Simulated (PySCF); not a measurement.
**C₇H₄FNO: a tour of settings**

Which settings matter for C₇H₄FNO (`Fc1cccc2cnoc12`), and how do bad ones show?

The runs use PySCF 2.14.0, with density-fitted response routines of our own; the level of theory stands in each step. All values are computed, except where a source is named. Atoms are numbered from 0 throughout.

### Step 1. Starting geometry

14 atoms, charge 0, multiplicity 1; geometry from: GFN2-xTB.

Bonds of the start (Å): F0–C1 1.34, C1–C2 1.38, C2–C3 1.40, C3–C4 1.38, C4–C5 1.39, C5–C6 1.43, C6–N7 1.29, N7–O8 1.36, O8–C9 1.34, C9–C1 1.39, C9–C5 1.41, C2–H10 1.08, C3–H11 1.08, C4–H12 1.08, C6–H13 1.07.

### Step 2. NMR shieldings: PW91/pcX-1

The job: settings as JSON, then the geometry in Å.

```
{"job": {"kind": "nmr", "xc": "PW91", "basis": "pcX-1", "pop": true, "scf": {"guess": "1e", "max_cycle": 93}}, "charge": 0, "multiplicity": 1}
F     -0.779532     2.794080     0.207739
C     -0.645779     1.461875     0.107000
C     -1.757581     0.652354     0.040501
C     -1.632906    -0.736520    -0.063955
C     -0.401764    -1.348318    -0.104548
C      0.729435    -0.535344    -0.038990
C      2.145383    -0.718001    -0.048067
N      2.758509     0.417522     0.040616
O      1.837223     1.415386     0.113396
C      0.611349     0.865995     0.067547
H     -2.732558     1.111926     0.070158
H     -2.531173    -1.332084    -0.112557
H     -0.303773    -2.418981    -0.184825
H      2.702489    -1.630361    -0.116182
```

Level: PW91/pcX-1.

Started as:

```bash
$ OMP_NUM_THREADS=1 python probes_run.py task.json out
```

One launch serves the whole session: the jobs run in the order shown.

Standard output:

```text
KeyError: 'Element h (Z=1) not found in basis pcX-1 version 1'
```

Run time: 0.06 s. Hardware: 1 thread of Arm Neoverse N1, shared host.

**What went wrong.** The basis pcX-1 has no functions for an element of the molecule, so the input was refused before any integral. The remedy is to choose a basis that covers all elements.

### Step 3. NMR shieldings: B97-2/3-21G

Same as in step 2 but for these lines:

```diff
@@ -1,2 +1,2 @@
-{"job": {"kind": "nmr", "xc": "PW91", "basis": "pcX-1", "pop": true, "scf": {"guess": "1e", "max_cycle": 93}}, "charge": 0, "multiplicity": 1}
+{"job": {"kind": "nmr", "xc": "B97-2", "basis": "3-21G", "pop": false, "gauge": [2, 0, 0], "scf": {"max_cycle": 87}}, "charge": 0, "multiplicity": 1}
 F     -0.779532     2.794080     0.207739
```

Method: common gauge origin B97-2/3-21G NMR shielding, non-relativistic, gas phase.

Standard output:

```text
final grid: 133752 points
cycle   1  E = -495.9200824061  dE =  2.051e+00  |g| = 5.669e-01  |ddm| = 4.847e+00
cycle   2  E = -495.8394727248  dE =  8.061e-02  |g| = 8.799e-01  |ddm| = 1.856e+00
cycle   3  E = -495.9881326690  dE = -1.487e-01  |g| = 6.484e-02  |ddm| = 1.086e+00
cycle   4  E = -495.9884675348  dE = -3.349e-04  |g| = 5.395e-02  |ddm| = 1.261e-01
cycle   5  E = -495.9890602492  dE = -5.927e-04  |g| = 1.382e-02  |ddm| = 7.181e-02
cycle   6  E = -495.9891103053  dE = -5.006e-05  |g| = 3.548e-03  |ddm| = 1.990e-02
cycle   7  E = -495.9891130742  dE = -2.769e-06  |g| = 1.169e-03  |ddm| = 5.641e-03
cycle   8  E = -495.9891133986  dE = -3.244e-07  |g| = 4.165e-04  |ddm| = 1.922e-03
cycle   9  E = -495.9891134400  dE = -4.141e-08  |g| = 9.260e-05  |ddm| = 4.853e-04
cycle  10  E = -495.9891134414  dE = -1.429e-09  |g| = 5.170e-05  |ddm| = 1.638e-04
cycle  11  E = -495.9891134420  dE = -6.087e-10  |g| = 7.452e-06  |ddm| = 5.812e-05
converged SCF energy = -495.9891134420

GIAO shielding tensors (ppm)
atom      isotropic    diamagn.    paramagn.     s11        s22        s33       span
  0 F      306.302     443.952    -137.650    236.189    296.197    386.520    150.331
  1 C      206.389     475.713    -269.324    114.110    189.793    315.263    201.153
  2 C      110.217     285.544    -175.327    -36.401    164.637    202.414    238.815
  3 C      103.346     291.875    -188.529    -40.092    140.345    209.786    249.878
  4 C      178.675     404.245    -225.571     55.864    189.543    290.617    234.753
  5 C      247.670     531.574    -283.904    142.044    248.872    352.095    210.051
  6 C      184.071     462.538    -278.467     49.092    217.448    285.671    236.579
  7 N      -26.302     500.296    -526.598   -305.533     55.744    170.884    476.417
  8 O       88.413     565.581    -477.168    -50.354     80.582    235.010    285.364
  9 C      234.519     545.617    -311.097    146.727    206.770    350.061    203.334
 10 H     -125.883    -206.999      81.117   -305.776   -156.479     84.606    390.381
 11 H     -105.942    -176.069      70.127   -266.642   -132.030     80.847    347.489
 12 H       15.378      18.033      -2.655   -108.446     11.697    142.883    251.329
 13 H       52.092      78.573     -26.481     14.161     55.289     86.826     72.665
```

Wall time 9.3 s (1 thread of Arm Neoverse N1, shared host); peak memory 0.58 GiB.

The run ended normally, but its values are not to be used for the molecule: a common gauge origin replaces GIAOs, so the shieldings depend on where the origin lies.

### Step 4. Excited states and response: X3LYP/6-31G

Same as in step 3 but for these lines:

```diff
@@ -1,2 +1,2 @@
-{"job": {"kind": "nmr", "xc": "B97-2", "basis": "3-21G", "pop": false, "gauge": [2, 0, 0], "scf": {"max_cycle": 87}}, "charge": 0, "multiplicity": 1}
+{"job": {"kind": "uv", "xc": "X3LYP", "basis": "6-31G", "nstates": 6, "ntriplets": 0, "tda": true, "scf": {"level_shift": 0.1, "guess": "vsap"}}, "charge": 0, "multiplicity": 1}
 F     -0.779532     2.794080     0.207739
```

With the program's defaults for keys left out, this is: TDA X3LYP/6-31G, vertical, gas phase, core orbitals frozen in the response.

Standard output:

```text
final grid: 133752 points
cycle   1  E = -497.9945922248  dE = -3.203e-01  |g| = 1.484e+00  |ddm| = 4.639e+00
cycle   2  E = -497.8050631685  dE =  1.895e-01  |g| = 1.864e+00  |ddm| = 4.619e+00
cycle   3  E = -498.5271056610  dE = -7.220e-01  |g| = 3.356e-01  |ddm| = 2.358e+00
cycle   4  E = -498.5556132330  dE = -2.851e-02  |g| = 6.169e-02  |ddm| = 4.646e-01
cycle   5  E = -498.5562331635  dE = -6.199e-04  |g| = 3.596e-02  |ddm| = 1.030e-01
cycle   6  E = -498.5565713375  dE = -3.382e-04  |g| = 6.617e-03  |ddm| = 4.021e-02
cycle   7  E = -498.5565819825  dE = -1.064e-05  |g| = 3.902e-03  |ddm| = 1.160e-02
cycle   8  E = -498.5565858323  dE = -3.850e-06  |g| = 1.052e-03  |ddm| = 5.056e-03
cycle   9  E = -498.5565862436  dE = -4.113e-07  |g| = 4.396e-04  |ddm| = 1.807e-03
cycle  10  E = -498.5565863345  dE = -9.094e-08  |g| = 1.044e-04  |ddm| = 8.941e-04
cycle  11  E = -498.5565863434  dE = -8.882e-09  |g| = 7.192e-05  |ddm| = 2.875e-04
cycle  12  E = -498.5565863457  dE = -2.316e-09  |g| = 2.603e-05  |ddm| = 1.385e-04
cycle  13  E = -498.5565863461  dE = -4.063e-10  |g| = 1.033e-05  |ddm| = 6.205e-05
level shift removed, Fock matrix diagonalised once more
converged SCF energy = -498.5565863461

Static polarisability (au): isotropic 70.004, principal 25.678 83.430 100.905

Singlet excitations
state   eV       nm        f      main configurations
  1   5.1788    239.4   0.04241   H->L 0.53, H-1->L 0.21, H->L+1 0.13
  2   5.7928    214.0   0.09559   H-1->L 0.37, H->L 0.31, H->L+1 0.23
  3   5.8974    210.2   0.01087   H-2->L 0.98
  4   6.9006    179.7   0.27875   H-3->L 0.34, H->L+1 0.22, H-1->L+2 0.17
  5   6.9775    177.7   0.09155   H->L+2 0.39, H-1->L+1 0.31, H-3->L 0.15
  6   7.1714    172.9   0.00044   H-2->L+1 0.98
```

It took 20 s on 1 thread of Arm Neoverse N1, shared host; peak memory 0.57 GiB.

Frontier orbitals and where they lie:

```
orbital     eV                      atoms
 HOMO−3  -9.16  C6 34 %, N7 17 %, O8 16 %
 HOMO−2  -8.43    N7 73 %, O8 7 %, C6 7 %
 HOMO−1  -7.57  C2 22 %, C5 22 %, C9 20 %
   HOMO  -7.00  C4 26 %, C1 21 %, O8 12 %
   LUMO  -1.33  N7 24 %, C4 17 %, C2 16 %
 LUMO+1  -0.23  C3 34 %, C9 27 %, C4 13 %
 LUMO+2   1.03  C6 31 %, N7 16 %, C5 16 %
```

With each of the 6 states as a Gaussian band of 0.4 eV half-width at 1/e, the curve within the window shown has maxima at 215 nm (ε 4,500), 179 nm (ε 15,000) L/(mol cm). Beyond the last state computed it falls off for lack of states. The curve at chosen wavelengths:

nm, ε (L/mol/cm) and a bar:
```
      166       2290 ####
      170       6244 #############
      174      11411 #######################
      178      14694 ##############################
      183      13164 ###########################
      187       9017 ##################
      191       5085 ##########
      195       2793 #####
      199       2185 ####
      203       2669 #####
      208       3752 #######
      212       4342 #########
      216       4426 #########
      220       4077 ########
      224       3533 #######
      228       3014 ######
      233       2536 #####
      237       2259 ####
      241       2001 ####
      245       1719 ###
      249       1407 ##
      253       1090 ##
      258        732 #
      262        500 #
      266        325 
      270        201
```

Further results of this job:

```csv
property,computed
dipole moment (D),4.57
polarisability (Å³),10.37
HOMO–LUMO gap (eV),5.68
−ε(HOMO) (eV),7.00
```

### Step 5. Excited states and response: OPBE/3-21G

Same as in step 4 but for these lines:

```diff
@@ -1,2 +1,2 @@
-{"job": {"kind": "uv", "xc": "X3LYP", "basis": "6-31G", "nstates": 6, "ntriplets": 0, "tda": true, "scf": {"level_shift": 0.1, "guess": "vsap"}}, "charge": 0, "multiplicity": 1}
+{"job": {"kind": "uv", "xc": "OPBE", "basis": "3-21G", "nstates": 1, "ntriplets": 5, "tda": false}, "charge": 0, "multiplicity": 1}
 F     -0.779532     2.794080     0.207739
```

Level: TDDFT OPBE/3-21G, vertical, gas phase, core orbitals frozen in the response.

Standard output:

```text
coarse grid: 13320 points
cycle   1  E = -495.8153929020  dE =  1.747e+00  |g| = 5.467e-01  |ddm| = 4.948e+00
cycle   2  E = -495.6541182650  dE =  1.613e-01  |g| = 1.024e+00  |ddm| = 2.168e+00
cycle   3  E = -495.8779445072  dE = -2.238e-01  |g| = 1.147e-01  |ddm| = 1.351e+00
cycle   4  E = -495.8806201430  dE = -2.676e-03  |g| = 7.232e-02  |ddm| = 2.518e-01
cycle   5  E = -495.8818589202  dE = -1.239e-03  |g| = 3.124e-02  |ddm| = 1.202e-01
cycle   6  E = -495.8820783961  dE = -2.195e-04  |g| = 9.865e-03  |ddm| = 4.444e-02
cycle   7  E = -495.8820989709  dE = -2.057e-05  |g| = 1.899e-03  |ddm| = 1.301e-02
cycle   8  E = -495.8820995460  dE = -5.751e-07  |g| = 1.205e-03  |ddm| = 3.167e-03
final grid: 133752 points
cycle   9  E = -495.9245719150  dE = -1.325e-04  |g| = 2.643e-02  |ddm| = 6.471e-02
cycle  10  E = -495.9239014019  dE =  6.705e-04  |g| = 6.302e-02  |ddm| = 8.598e-02
cycle  11  E = -495.9246933325  dE = -7.919e-04  |g| = 7.935e-03  |ddm| = 6.693e-02
cycle  12  E = -495.9247102097  dE = -1.688e-05  |g| = 2.502e-03  |ddm| = 1.175e-02
cycle  13  E = -495.9247116876  dE = -1.478e-06  |g| = 5.253e-04  |ddm| = 3.088e-03
cycle  14  E = -495.9247117503  dE = -6.264e-08  |g| = 2.044e-04  |ddm| = 9.488e-04
cycle  15  E = -495.9247117594  dE = -9.106e-09  |g| = 5.146e-05  |ddm| = 2.863e-04
cycle  16  E = -495.9247117601  dE = -6.944e-10  |g| = 1.523e-05  |ddm| = 7.757e-05
converged SCF energy = -495.9247117601

Static polarisability (au): isotropic 67.076, principal 21.648 80.784 98.797

Singlet excitations
state   eV       nm        f      main configurations
  1   4.8027    258.2   0.04559   H->L 0.80

Triplet excitations (Tamm-Dancoff, eV): 3.6617 4.4171 4.6089 4.6935 5.3367
```

Run time: 21 s. Hardware: 1 thread of Arm Neoverse N1, shared host; peak memory 0.49 GiB.

This run: HOMO -6.17 eV, LUMO -2.04 eV; lowest singlet 4.80 eV.

### Step 6. J couplings: B97-2/3-21G

Same as in step 5 but for these lines:

```diff
@@ -1,2 +1,2 @@
-{"job": {"kind": "uv", "xc": "OPBE", "basis": "3-21G", "nstates": 1, "ntriplets": 5, "tda": false}, "charge": 0, "multiplicity": 1}
+{"job": {"kind": "j", "xc": "B97-2", "basis": "3-21G"}, "charge": 0, "multiplicity": 1}
 F     -0.779532     2.794080     0.207739
```

With the program's defaults for keys left out, this is: B97-2/3-21G indirect spin-spin coupling, non-relativistic, gas phase.

Standard output:

```text
coarse grid: 13320 points
cycle   1  E = -495.8708651132  dE =  2.054e+00  |g| = 5.664e-01  |ddm| = 4.849e+00
cycle   2  E = -495.7905274549  dE =  8.034e-02  |g| = 8.782e-01  |ddm| = 1.857e+00
cycle   3  E = -495.9389296564  dE = -1.484e-01  |g| = 6.369e-02  |ddm| = 1.086e+00
cycle   4  E = -495.9392873269  dE = -3.577e-04  |g| = 5.222e-02  |ddm| = 1.248e-01
cycle   5  E = -495.9398435668  dE = -5.562e-04  |g| = 1.365e-02  |ddm| = 6.988e-02
cycle   6  E = -495.9398912455  dE = -4.768e-05  |g| = 3.651e-03  |ddm| = 1.941e-02
cycle   7  E = -495.9398941626  dE = -2.917e-06  |g| = 1.201e-03  |ddm| = 5.723e-03
final grid: 133752 points
cycle   8  E = -495.9891073190  dE = -3.048e-05  |g| = 5.495e-03  |ddm| = 3.097e-02
cycle   9  E = -495.9890975236  dE =  9.795e-06  |g| = 9.180e-03  |ddm| = 1.243e-02
cycle  10  E = -495.9891132756  dE = -1.575e-05  |g| = 8.005e-04  |ddm| = 8.455e-03
cycle  11  E = -495.9891134123  dE = -1.367e-07  |g| = 3.360e-04  |ddm| = 1.339e-03
cycle  12  E = -495.9891134390  dE = -2.669e-08  |g| = 1.063e-04  |ddm| = 5.009e-04
cycle  13  E = -495.9891134416  dE = -2.564e-09  |g| = 4.563e-05  |ddm| = 1.682e-04
cycle  14  E = -495.9891134420  dE = -4.799e-10  |g| = 8.109e-06  |ddm| = 6.320e-05
converged SCF energy = -495.9891134420

Indirect spin-spin couplings (Hz)
  i      j    bonds     total        FC       PSO       DSO        SD
  0 F    1 C    1   -217.844  -215.228    -5.991     1.271     2.104
  0 F    2 C    2      7.355    17.824   -14.336    -0.048     3.915
  0 F    3 C    3     -3.613    -2.313     0.410    -0.291    -1.419
  0 F    4 C    4      8.357     3.459     0.248    -0.270     4.920
  0 F    5 C    3     -1.980    -2.484     1.211    -0.250    -0.456
  0 F    6 C    4      1.006     0.903    -0.173    -0.278     0.553
  0 F    8 O    3      2.082     1.351     0.695    -0.061     0.097
  0 F    9 C    2      5.744    15.756   -12.598     0.121     2.466
  0 F   10 H    3     -0.435     3.261    -3.065     0.143    -0.775
  0 F   11 H    4      1.690     2.508     0.556    -1.241    -0.132
  0 F   12 H    5     -1.823    -0.537     0.471    -1.315    -0.442
  0 F   13 H    5      0.450     1.013     0.575    -1.196     0.058
  1 C   10 H    2     -6.100    -5.108    -0.899    -0.093         -
  1 C   11 H    3      6.895     7.176     0.096    -0.377         -
  1 C   12 H    4     -2.256    -2.036     0.109    -0.329         -
  1 C   13 H    4     -0.476    -0.237     0.099    -0.338         -
  2 C   10 H    1    113.158   111.591     0.476     1.092         -
  2 C   11 H    2     -1.413    -0.433    -0.745    -0.235         -
  2 C   12 H    3      5.435     5.835     0.054    -0.454         -
  2 C   13 H    5      0.231     0.420     0.100    -0.288         -
  3 C   10 H    2     -2.898    -1.886    -0.750    -0.261         -
  3 C   11 H    1    110.703   109.299     0.406     0.998         -
  3 C   12 H    2     -2.464    -1.239    -0.905    -0.321         -
  3 C   13 H    4     -0.604    -0.472     0.130    -0.261         -
  4 C   10 H    3      5.644     6.050     0.055    -0.462         -
  4 C   11 H    2     -2.839    -1.624    -0.919    -0.296         -
  4 C   12 H    1    113.240   111.797     0.408     1.034         -
  4 C   13 H    3      0.696     0.825    -0.062    -0.066         -
  5 C   10 H    4     -1.539    -1.287     0.090    -0.343         -
  5 C   11 H    3      6.477     6.840     0.032    -0.394         -
  5 C   12 H    2     -1.235    -0.446    -0.667    -0.122         -
  5 C   13 H    2      3.677     4.264    -0.363    -0.224         -
  6 C   10 H    5      0.163     0.389     0.105    -0.332         -
  6 C   11 H    4      0.221     0.373     0.136    -0.288         -
  6 C   12 H    3      2.055     2.113    -0.100     0.042         -
  6 C   13 H    1    131.650   130.462     0.062     1.126         -
  7 N   10 H    5      0.413     0.321    -0.046     0.138         -
  7 N   13 H    2     -9.410   -10.688     1.141     0.137         -
  8 O   10 H    4     -0.831    -0.873    -0.138     0.180         -
  8 O   12 H    4      0.238    -0.021     0.062     0.197         -
  8 O   13 H    3     -5.309    -5.948     0.303     0.336         -
  9 C   10 H    3      4.691     4.964     0.091    -0.365         -
  9 C   11 H    4     -1.714    -1.484     0.081    -0.312         -
  9 C   12 H    3      4.791     5.083     0.067    -0.359         -
  9 C   13 H    3      1.744     2.255    -0.041    -0.470         -
 10 H   11 H    3      6.031     6.257    -0.050    -0.176         -
 10 H   12 H    4     -0.879     0.237     0.623    -1.740         -
 10 H   13 H    6     -0.789    -0.010     0.460    -1.240         -
 11 H   12 H    3      5.976     6.356    -0.030    -0.350         -
 11 H   13 H    5     -0.527     0.053     0.391    -0.971         -
 12 H   13 H    4      0.169    -0.126    -0.172     0.468         -
```

Wall time 17 s (1 thread of Arm Neoverse N1, shared host); peak memory 0.59 GiB.

The basis is not made for couplings: without tight functions at the nuclei these values are rough.

Beyond four bonds or across contacts, the largest of 1 Hz or more: F0–H12 -1.8 Hz.

A choice of the couplings up to four bonds, sorted by the number of bonds; isotopes 13C, 19F, 1H, 15N, 17O:

| pair | bonds | J (Hz) | Fermi contact (Hz) | dihedral (°) |
| --- | --- | --- | --- | --- |
| F0–C1 | 1 | -217.8 | -215.2 | – |
| C6–H13 | 1 | 131.7 | 130.5 | – |
| C4–H12 | 1 | 113.2 | 111.8 | – |
| C2–H10 | 1 | 113.2 | 111.6 | – |
| C3–H11 | 1 | 110.7 | 109.3 | – |
| N7–H13 | 2 | -9.4 | -10.7 | – |
| F0–C2 | 2 | 7.4 | 17.8 | – |
| C1–H10 | 2 | -6.1 | -5.1 | – |
| F0–C9 | 2 | 5.7 | 15.8 | – |
| C5–H13 | 2 | 3.7 | 4.3 | – |
| C3–H10 | 2 | -2.9 | -1.9 | – |
| C4–H11 | 2 | -2.8 | -1.6 | – |
| C3–H12 | 2 | -2.5 | -1.2 | – |
| C2–H11 | 2 | -1.4 | -0.4 | – |
| C1–H11 | 3 | 6.9 | 7.2 | 180 |
| C5–H11 | 3 | 6.5 | 6.8 | 180 |
| H10–H11 | 3 | 6.0 | 6.3 | 0 |
| H11–H12 | 3 | 6.0 | 6.4 | 0 |
| C4–H10 | 3 | 5.6 | 6.0 | 180 |
| C2–H12 | 3 | 5.4 | 5.8 | 180 |
| O8–H13 | 3 | -5.3 | -5.9 | 180 |
| C9–H12 | 3 | 4.8 | 5.1 | -180 |
| C9–H10 | 3 | 4.7 | 5.0 | -180 |
| F0–C4 | 4 | 8.4 | 3.5 | – |
| C1–H12 | 4 | -2.3 | -2.0 | – |
| C9–H11 | 4 | -1.7 | -1.5 | – |
| F0–H11 | 4 | 1.7 | 2.5 | – |
| C5–H10 | 4 | -1.5 | -1.3 | – |
| F0–C6 | 4 | 1.0 | 0.9 | – |

The spin-dipole term was solved for some atoms only; pairs without it lack that part.

The response was solved for the nuclei of F, H alone, so couplings that need other nuclei can be missing.

Quadrupole couplings from the field gradients of the same density:

```csv
atom,isotope,eQq/h (MHz),η
O8,17O,-10.2,0.39
N7,14N,-5.285,0.81
```

### Step 7. Side by side: electronic excitations

Excitations and ground-state properties, with basis size and wall time:

```
        run  lowest singlet (eV)  brightest (eV)      f  gap (eV)  α (Å³)  μ (D)  functions  time
X3LYP/6-31G                 5.18            6.90  0.279      5.68   10.37   4.57         98  20 s
 OPBE/3-21G                 4.80            4.80  0.046      4.13    9.94   3.78         98  21 s
```

### Step 8. What came out

| quantity | value |
| --- | --- |
| lowest singlet (X3LYP/6-31G) | 5.18 eV (239 nm), f = 0.042 |
| brightest single state of those computed | state 4, 6.90 eV, f = 0.279 |
| largest coupling of the table (B97-2/3-21G) | ¹J(F,C) F0–C1, -217.8 Hz |
| range of the lowest singlet | 4.80 to 5.18 eV |
| property runs in this session | 5, of which 1 failed and 1 gave unsound results |

What this shows: Single values in the summary come from the first sound run of each kind (X3LYP/6-31G; B97-2/3-21G), which need not be the best level. The lowest singlet, at 5.18 eV, is HOMO→LUMO 0.53, HOMO−1→LUMO 0.21 and is weak; of the 6 states computed, the strongest absorption comes from state 4 at 6.90 eV. The basis of X3LYP/6-31G has no diffuse functions, so Rydberg states are missing and the high states are unreliable. The basis of B97-2/3-21G has no polarisation functions, so its couplings are far from converged. Of the pairs tabulated at B97-2/3-21G, F0–C1 couples most strongly (-217.8 Hz; Fermi contact -215.2 Hz). The lowest singlet runs from 4.80 eV (OPBE/3-21G) to 5.18 eV (X3LYP/6-31G), while the orbital gap spans 4.13 to 5.68 eV. Some runs use the Tamm-Dancoff approximation and others full TDDFT, which shifts states apart from functional and basis. The lowest state need not be the same one in every run. The runs solved for a few states only, so the brightest column depends on that window. Couplings from bases without tight functions are rough.
